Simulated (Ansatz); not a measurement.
# C13H24: the cost of one run

Method: the settings change from run to run; program: Ansatz 0.2.0, Gaussian basis.

4 further runs of the same task are left out: 4 that didn't finish. Runs told in other sessions of the task aren't counted.

### Step 1. The geometry

The structure was relaxed beforehand with r2SCAN-D4/def2-SVP.

SMILES `C=CCCCCCCCCCC=C`, 37 atoms, charge 0, spin multiplicity 1.

Atoms are counted from 1 here; the program's logs count them from 0.

Bond lengths: C1–C2 1.338 Å, C1–H14 1.094 Å, C1–H15 1.095 Å, C2–C3 1.500 Å, C2–H16 1.099 Å, C3–C4 1.525 Å, C3–H17 1.107 Å, C3–H18 1.109 Å, C4–C5 1.530 Å, C4–H19 1.105 Å, C4–H20 1.106 Å, C5–C6 1.530 Å, C5–H21 1.106 Å, C5–H22 1.106 Å, C6–C7 1.530 Å, C6–H23 1.106 Å, C6–H24 1.106 Å, C7–C8 1.528 Å and more. Angles: C2–C1–H14 121.0°, C2–C1–H15 122.2°, H14–C1–H15 116.8°, C1–C2–C3 126.7°, C1–C2–H16 118.3°, C3–C2–H16 115.0°, C2–C3–C4 116.0°, C2–C3–H17 107.9°, C2–C3–H18 108.5°, C4–C3–H17 110.2°, C4–C3–H18 109.4°, H17–C3–H18 104.2°, C3–C4–C5 114.0°, C3–C4–H19 108.8°, C3–C4–H20 109.3°, C5–C4–H19 109.0°, C5–C4–H20 109.4°, H19–C4–H20 106.0° and more.

### Step 2. wB97M-V/STO-3G

Set apart from the defaults: multiplicity 3, the search for lower states set to light.

File in.yaml:

```yaml
crystal:
  periodic: [false, false, false]
  atoms:
    - {symbol: C, position_ang: [-6.496161, -0.261500, -0.261864]}
    - {symbol: C, position_ang: [-5.550174, -1.081826, 0.210988]}
    - {symbol: C, position_ang: [-4.070103, -0.837041, 0.211252]}
    - {symbol: C, position_ang: [-3.615096, 0.502926, -0.357797]}
    - {symbol: C, position_ang: [-2.106145, 0.737561, -0.266817]}
    - {symbol: C, position_ang: [-1.263909, -0.226269, -1.104636]}
    - {symbol: C, position_ang: [0.223358, 0.126805, -1.162620]}
    - {symbol: C, position_ang: [0.947396, 0.051247, 0.180597]}
    - {symbol: C, position_ang: [2.445254, 0.324998, 0.074216]}
    - {symbol: C, position_ang: [3.170625, 0.254795, 1.414775]}
    - {symbol: C, position_ang: [4.672980, 0.560295, 1.323435]}
    - {symbol: C, position_ang: [5.436970, -0.444798, 0.516958]}
    - {symbol: C, position_ang: [6.154421, -0.176552, -0.580281]}
    - {symbol: H, position_ang: [-7.553993, -0.535539, -0.214437]}
    - {symbol: H, position_ang: [-6.257385, 0.707189, -0.712104]}
    - {symbol: H, position_ang: [-5.862393, -2.042067, 0.645126]}
    - {symbol: H, position_ang: [-3.588137, -1.669186, -0.337434]}
    - {symbol: H, position_ang: [-3.696762, -0.942745, 1.249926]}
    - {symbol: H, position_ang: [-4.138614, 1.313423, 0.179940]}
    - {symbol: H, position_ang: [-3.935841, 0.579749, -1.413692]}
    - {symbol: H, position_ang: [-1.886368, 1.771190, -0.592952]}
    - {symbol: H, position_ang: [-1.798520, 0.684408, 0.793918]}
    - {symbol: H, position_ang: [-1.370257, -1.256727, -0.717511]}
    - {symbol: H, position_ang: [-1.669905, -0.246450, -2.133216]}
    - {symbol: H, position_ang: [0.342363, 1.144051, -1.583018]}
    - {symbol: H, position_ang: [0.727215, -0.552422, -1.874418]}
    - {symbol: H, position_ang: [0.500052, 0.768637, 0.893091]}
    - {symbol: H, position_ang: [0.788189, -0.951257, 0.623655]}
    - {symbol: H, position_ang: [2.604437, 1.325593, -0.372597]}
    - {symbol: H, position_ang: [2.903234, -0.391465, -0.632536]}
    - {symbol: H, position_ang: [2.704220, 0.964298, 2.122162]}
    - {symbol: H, position_ang: [3.028265, -0.749797, 1.857540]}
    - {symbol: H, position_ang: [5.087312, 0.586827, 2.349097]}
    - {symbol: H, position_ang: [4.825270, 1.566817, 0.894559]}
    - {symbol: H, position_ang: [5.378703, -1.485351, 0.870517]}
    - {symbol: H, position_ang: [6.678765, -0.965628, -1.127290]}
    - {symbol: H, position_ang: [6.240726, 0.845841, -0.966520]}
basis:
  gaussian: {orbitals: STO-3G}
magnetization: {spin_polarized: true, initial_magnetization: 2}
hamiltonian: {xc: {name: wB97M-V}}
scf: {lower_state_search: light}
output: {forces: true}
```

Started as:

```console
> ansatz run in.yaml --threads 4 --pin off --events-out ev --progress --plain --max-ram 6963MiB
```

**Question.** How long does this run take on 4 threads of Arm Neoverse V1, shared host, and how much memory does it need?

About 29 s, with a peak of 1.1 GiB.
